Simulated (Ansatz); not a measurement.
# TaN: an axial (c/a) deformation path

One table from this session's results is given with a row withheld; the runs are named, their logs left out.

Method: DFT PBEsol, scalar-relativistic, plane waves, PAW, in Ansatz 0.2.0.

### The structure to begin with

Symmetry: P-6m2, No. 187, hexagonal system. Conventional cell: a = 2.938 Å, b = 2.938 Å, c = 2.883 Å, α = 90.00°, β = 90.00°, γ = 120.00°. Ta (site symmetry -6m2) has 6 N at 2.23 Å as nearest neighbours. Around N (site symmetry -6m2) lie 6 Ta at 2.23 Å.

Coordinates:

```xyz
2
Lattice="2.9380 0.0000 0.0000 -1.4690 2.5444 0.0000 0.0000 0.0000 2.8830" Properties=species:S:1:pos:R:3 pbc="T T T"
Ta    0.0000    1.6963    1.4415
N     0.0000    0.0000    0.0000
```

No relaxation comes first: the listed cell is the starting point.

Set-up of the first run:

Contents of input.yaml:

```yaml
crystal:
  lattice:
    - [2.9379988584, 0.0, 0.0]
    - [-1.4689994292, 2.5443816477, 0.0]
    - [0.0, 0.0, 2.883]
  atoms:
    - { symbol: Ta, position: [0.3333333333, 0.6666666667, 0.5] }
    - { symbol: "N", position: [0.0, 0.0, 0.0] }
basis:
  ecutwfc: 420
kpoints:
  mp_grid: { grid: [24, 24, 18] }
hamiltonian:
  xc: pbesol
scf:
  occupations: { method: gaussian, width: 0.15 }
output:
  forces: true
  stress: true
  eigenvalues: true
  write_density: true
  write_potential: true
  elf: true
  volumetric_format: npy
```

The run is started by

```console
$ ansatz run input.yaml --threads 1 --pin off --max-ram 2560MiB --backend cpu --events-out ev --progress --plain --runs-dir out
```

Steps of the session up to this table: The reference: the undisturbed cell on the scan's mesh; ρ = 0.850; Point ρ = 1.200; At ρ = 0.920; ρ = 1.100; ρ = 0.960; At ρ = 1.050; Point ρ = 0.800; At ρ = 1.300.

One of the session's tables, all rows but one given; the rest of the session is left out.

The scan, with free energies counted from the undisturbed cell:

```
    ρ  ΔE (meV/atom)  pressure (GPa)
0.800          759.6            14.2
0.850              ?               ?
0.920          101.0            -0.9
0.960           23.6            -3.4
1.000            0.0            -4.9
1.050           34.1            -5.7
1.100          128.6            -5.5
1.200          465.8            -3.3
1.300          958.6             1.1
```

**Question.** Estimate the row for ρ = 0.850.

Worked estimate for «ΔE (meV/atom)». A straight line through the neighbours (0.800, 759.6) and (0.920, 101.0) gives 759.6 + (101.0 − 759.6) × (0.850 − 0.800) / (0.920 − 0.800) = 485.2; a parabola fitted to 3 rows on both sides gives 407.5.

The run gave: ΔE (meV/atom): 396.3; pressure (GPa): 6.2. In «ΔE (meV/atom)» the line misses by +88.9 and the parabola by +11.2.
